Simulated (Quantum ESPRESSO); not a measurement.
Runs of Quantum ESPRESSO 7.5 on NbTl4. The structure is cubic, space group Im-3m (No. 229). The conventional cell has a = 6.529 Å, b = 6.529 Å, c = 6.529 Å, α = 90.00°, β = 90.00°, γ = 90.00°. Nb (site symmetry m-3m) has 8 Tl at 2.83 Å as nearest neighbours. Around Tl (site symmetry -3m) lie 2 Nb at 2.83 Å. The cell was built by a generator and needn't be a form met in nature.

```csv
task,level,potentials or basis,cutoff (eV),smearing,form of the LDA correlation,rVV10 parameter b,dos occupations,gap on the mesh (eV),pressure (GPa)
single point,PBE,SSSP 1.3 efficiency PBE,748,fermi-dirac 0.05 eV,-,-,-,none,4.7
real-space fields,PBEsol+D3,PseudoDojo 0.4.1 SR PBEsol standard,1116,gaussian 0.05 eV,-,-,-,none,0.4
projected density of states,LDA+rVV10,SPMS 1.0 PBE,952,cold 0.05 eV,PW92,6.3,tetrahedra_opt,none,(a)
single point,rev-vdW-DF2,GBRV 1.5 PBE,612,gaussian 0.05 eV,-,-,-,none,3.2
```

Alike in all rows: no spin polarisation; cell as given; k mesh 6 × 6 × 6.

**Question.** Fill in the values left out.

**Answer.** (a) -3.6.

Caveats: pairwise dispersion overbinds metals, which lowers pressure and volume (some runs); the potentials were made for another functional, which shifts forces and pressure (some runs); rVV10's parameter b was fitted to another functional (some runs).

A k mesh can miss the band edges, and the runs leave out spin-orbit coupling on Nb, Tl.

A gap of «none» marks a metal or a gap under the smearing width.
